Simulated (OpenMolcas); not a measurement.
**AlCl2F (SMILES [F][Al]([Cl])[Cl]) at 6 levels**

Aim: a comparison of 6 runs (BHLYP/def2-SVPD, BLYP/def2-SVPD, M06-2X/def2-SVPD, PBE/def2-SVPD, SVWN5/def2-SVPD, r2SCAN/def2-SVPD) of AlCl2F. 

The results are computed with OpenMolcas 26.06.

1 further run of the same task is left out (set aside as unsound or not needed).

## 1. The molecule

AlCl2F has 4 atoms, charge 0, and is taken as a singlet. As SMILES, `[F][Al]([Cl])[Cl]`. Geometry: relaxed at PBE0-D4/def2-TZVP.

Bond lengths: F1–Al2 1.633 Å, Al2–Cl3 2.065 Å, Al2–Cl4 2.065 Å. Angles: F1–Al2–Cl3 119.2°, F1–Al2–Cl4 119.2°, Cl3–Al2–Cl4 121.5°.

## 2. Energy and gradient at BHLYP/def2-SVPD (run 1)

Input file job.inp:

```
&GATEWAY
 BASLIB=$CurrDir
 COORD
 4
 angstrom
 F        0.087420       0.388220       1.682350
 Al       0.004800       0.021530       0.093600
 Cl       1.223040      -1.463690      -0.663450
 Cl      -1.315270       1.053930      -1.112510
 BASIS=def2-SVPD
 GROUP=NoSym

&SEWARD
 GRIDINPUT
 Grid=UltraFine
 End of Grid

&SCF
 KSDFT=HYB_GGA_XC_BHANDHLYP
 THRESHOLDS=1e-10 1e-07 1e-07 1e-05
 PRORBITALS=0

&ALASKA
```

The basis set def2-SVPD is read from a file made from the Basis Set Exchange's data (not shown).

Launch:

```
$ export MOLCAS_MEM=1860
$ pymolcas job.inp > job.log
```

Standard output:

```text
--- Start Module: gateway ---
[...]
--- Stop Module: gateway /rc=_RC_ALL_IS_WELL_ ---
[...]
      Basis functions          101
[...]
--- Start Module: scf ---
[...]
       Convergence after  14 Iterations
[...]
::    Total KS-DFT energy                           -1262.4382482774
[...]
      Total spin, S                                     0.0000000000
[...]
      Total electronic charge=   56.000000
      Total            charge=   -0.000000
[...]
      Dipole Moment (debye):
      Origin of the operator (angstrom)=   -0.0124   -0.0550   -0.2382
                   X= -2.6038E-02               Y= -1.1424E-01               Z= -4.9288E-01           Total=  5.0662E-01
      Quadrupole Moment (debye*angstrom):
[...]
--- Stop Module: scf /rc=_RC_ALL_IS_WELL_ ---
[...]
--- Start Module: alaska ---
[...]
 *              Molecular gradients               *
 **************************************************
  Irreducible representation: a
 ------------------------------------------------------------------------------------------
                              X                       Y                       Z
 ------------------------------------------------------------------------------------------
  F1               -4.77920057181724E-04   -2.12943390490583E-03   -9.23882306492985E-03
  AL2               2.65783265054997E-04    1.19425609735568E-03    5.20933045143224E-03
  CL3              -2.61235771392165E-03    3.16396339575320E-03    1.53419561196166E-03
  CL4               2.82449450599032E-03   -2.22878558814266E-03    2.49529700144002E-03
 ------------------------------------------------------------------------------------------
--- Stop Module: alaska /rc=_RC_ALL_IS_WELL_ ---
[...]
```

Run time: 28 s. Hardware: 1 thread of Arm Neoverse V1, shared host; peak memory 0.57 GiB.

## 3. Energy and forces at BLYP/def2-SVPD (run 2)

Input file coord.xyz:

```xyz
4

F      0.087420     0.388220     1.682350
Al     0.004800     0.021530     0.093600
Cl     1.223040    -1.463690    -0.663450
Cl    -1.315270     1.053930    -1.112510
```

Input file calc.inp:

```
&gateway
baslib=$CurrDir
coord=coord.xyz
basis=def2-SVPD
group=NoSym
&seward
gridinput
Grid=UltraFine
End of Grid
&scf
ksdft=BLYP
thresholds=1e-10 1e-07 1e-07 1e-05
prorbitals=1 2
&alaska
```

The basis set def2-SVPD is read from a file made from the Basis Set Exchange's data (not shown).

Launch:

```
$ export MOLCAS_MEM=1860
$ pymolcas calc.inp > calc.log
```

Standard output:

```text
--- Start Module: gateway ---
[...]
--- Stop Module: gateway /rc=_RC_ALL_IS_WELL_ ---
[...]
      Basis functions          101
[...]
--- Start Module: scf ---
[...]
       Convergence after  16 Iterations
[...]
::    Total KS-DFT energy                           -1262.4524168812
[...]
      Total spin, S                                     0.0000000000
[...]
      Total electronic charge=   56.000000
      Total            charge=   -0.000000
[...]
      Dipole Moment (debye):
      Origin of the operator (angstrom)=   -0.0124   -0.0550   -0.2382
                   X= -2.5149E-02               Y= -1.1049E-01               Z= -4.7692E-01           Total=  4.9020E-01
      Quadrupole Moment (debye*angstrom):
[...]
--- Stop Module: scf /rc=_RC_ALL_IS_WELL_ ---
[...]
--- Start Module: alaska ---
[...]
 *              Molecular gradients               *
 **************************************************
  Irreducible representation: a
 ------------------------------------------------------------------------------------------
                              X                       Y                       Z
 ------------------------------------------------------------------------------------------
  F1               -1.50785230660877E-03   -6.69996642943271E-03   -2.90406721076941E-02
  AL2               7.72999342562974E-04    3.43925661892208E-03    1.49278768415781E-02
  CL3              -8.90717629521731E-03    1.08294692745794E-02    5.41598543489386E-03
  CL4               9.64202925927182E-03   -7.56875946405700E-03    8.69680983126031E-03
 ------------------------------------------------------------------------------------------
--- Stop Module: alaska /rc=_RC_ALL_IS_WELL_ ---
[...]
```

Run time: 30 s. Hardware: 1 thread of Arm Neoverse V1, shared host; peak memory 0.57 GiB.

Run 3 isn't shown in full; the table further down has it.

## 4. Energy and gradient at PBE/def2-SVPD (run 4)

Input file mol.input:

```
&GATEWAY
BASLIB=$CurrDir
COORD
4
angstrom
F        0.087420       0.388220       1.682350
Al       0.004800       0.021530       0.093600
Cl       1.223040      -1.463690      -0.663450
Cl      -1.315270       1.053930      -1.112510
BASIS=def2-SVPD
GROUP=NoSym
&SEWARD
GRIDINPUT
Grid=UltraFine
End of Grid
&SCF
KSDFT=PBE
THRESHOLDS=1e-10 1e-07 1e-07 1e-05
PRORBITALS=1
&ALASKA
```

The basis set def2-SVPD is read from a file made from the Basis Set Exchange's data (not shown).

Launch:

```
$ export MOLCAS_MEM=1860
$ pymolcas mol.input > mol.log
```

Standard output:

```text
--- Start Module: gateway ---
[...]
--- Stop Module: gateway /rc=_RC_ALL_IS_WELL_ ---
[...]
      Basis functions          101
[...]
--- Start Module: scf ---
[...]
       Convergence after  13 Iterations
[...]
::    Total KS-DFT energy                           -1261.8553409278
[...]
      Total spin, S                                     0.0000000000
[...]
      Total electronic charge=   56.000000
      Total            charge=   -0.000000
[...]
      Dipole Moment (debye):
      Origin of the operator (angstrom)=   -0.0124   -0.0550   -0.2382
                   X= -2.4898E-02               Y= -1.0938E-01               Z= -4.7210E-01           Total=  4.8524E-01
      Quadrupole Moment (debye*angstrom):
[...]
--- Stop Module: scf /rc=_RC_ALL_IS_WELL_ ---
[...]
--- Start Module: alaska ---
[...]
 *              Molecular gradients               *
 **************************************************
  Irreducible representation: a
 ------------------------------------------------------------------------------------------
                              X                       Y                       Z
 ------------------------------------------------------------------------------------------
  F1               -1.40838783775754E-03   -6.25836484437503E-03   -2.71270669067292E-02
  AL2               8.17275137818818E-04    3.63654936143742E-03    1.57837124391405E-02
  CL3              -6.87433191438203E-03    8.42246416268821E-03    4.40361931568667E-03
  CL4               7.46544461430432E-03   -5.80064867973284E-03    6.93973515185142E-03
 ------------------------------------------------------------------------------------------
--- Stop Module: alaska /rc=_RC_ALL_IS_WELL_ ---
[...]
```

Run time: 26 s. Hardware: 1 thread of Arm Neoverse V1, shared host; peak memory 0.57 GiB.

Run 5 isn't shown in full; the table further down has it.

## 5. Energy and gradient at r2SCAN/def2-SVPD (run 6)

Input file mol.inp:

```
* AlCl2F Kohn-Sham DFT

&GATEWAY
 BASLIB = $CurrDir
 COORD
 4
 angstrom
 F        0.087420       0.388220       1.682350
 Al       0.004800       0.021530       0.093600
 Cl       1.223040      -1.463690      -0.663450
 Cl      -1.315270       1.053930      -1.112510
 BASIS = def2-SVPD
 GROUP = NoSym

&SEWARD
 GRIDINPUT
 Grid=UltraFine
 End of Grid

&SCF
 KSDFT = 2
 1.0 MGGA_X_R2SCAN
 1.0 MGGA_C_R2SCAN
 THRESHOLDS = 1e-10 1e-07 1e-07 1e-05
 PRORBITALS = 1 2

&ALASKA
```

The basis set def2-SVPD is read from a file made from the Basis Set Exchange's data (not shown).

Launch:

```
$ export MOLCAS_MEM=1860
$ pymolcas mol.inp > mol.log
```

Standard output:

```text
--- Start Module: gateway ---
[...]
--- Stop Module: gateway /rc=_RC_ALL_IS_WELL_ ---
[...]
      Basis functions          101
[...]
--- Start Module: scf ---
[...]
       Convergence after  12 Iterations
[...]
::    Total KS-DFT energy                           -1262.3456640534
[...]
      Total spin, S                                     0.0000000000
[...]
      Total electronic charge=   56.000000
      Total            charge=   -0.000000
[...]
      Dipole Moment (debye):
      Origin of the operator (angstrom)=   -0.0124   -0.0550   -0.2382
                   X= -2.2845E-02               Y= -1.0016E-01               Z= -4.3203E-01           Total=  4.4407E-01
      Quadrupole Moment (debye*angstrom):
[...]
--- Stop Module: scf /rc=_RC_ALL_IS_WELL_ ---
[...]
--- Start Module: alaska ---
[...]
 *              Molecular gradients               *
 **************************************************
  Irreducible representation: a
 ------------------------------------------------------------------------------------------
                              X                       Y                       Z
 ------------------------------------------------------------------------------------------
  F1               -9.08298260029694E-04   -4.03913447218063E-03   -1.75122954192943E-02
  AL2               5.38711587049767E-04    2.40291720687447E-03    1.04426124910493E-02
  CL3              -4.27510722742142E-03    5.24176604474036E-03    2.74621319690027E-03
  CL4               4.64469390042765E-03   -3.60554877946306E-03    4.32346973129327E-03
 ------------------------------------------------------------------------------------------
--- Stop Module: alaska /rc=_RC_ALL_IS_WELL_ ---
[...]
```

It took 31 s on 1 thread of Arm Neoverse V1, shared host; peak memory 0.57 GiB.

## 6. The series

```csv
run,level,energy (Eh),dipole moment (D),HOMO energy (eV),LUMO energy (eV),wall time
1,BHLYP/def2-SVPD,-1262.438248,0.51,-11.01,-0.89,28 s
2,BLYP/def2-SVPD,-1262.452417,0.49,-8.13,-2.33,30 s
3,M06-2X/def2-SVPD,-1262.399368,0.47,-11.11,-1.10,34 s
4,PBE/def2-SVPD,-1261.855341,0.49,-8.32,-2.39,26 s
5,SVWN5/def2-SVPD,-1257.822865,0.53,-8.45,-2.62,21 s
6,r2SCAN/def2-SVPD,-1262.345664,0.44,-8.69,-1.87,31 s
```

## 7. What came out

| quantity | value |
| --- | --- |
| run 6: total energy | -1262.34566 Eh |
| run 6: dipole moment | 0.44 D |
| run 6: HOMO energy | -8.69 eV |
| run 6: LUMO energy | -1.87 eV |
| run 6: HOMO–LUMO gap | 6.83 eV |
| run 6: largest force on an atom | 0.925 eV/Å |

What this shows: The dipole moment (its size) runs from 0.44 D (r2SCAN/def2-SVPD) to 0.53 D (SVWN5/def2-SVPD). The HOMO–LUMO gap runs from 5.80 eV (BLYP/def2-SVPD) to 10.12 eV (BHLYP/def2-SVPD). Totals of different functionals can't be ranked against each other. All runs together took 2.8 min, the longest 34 s.
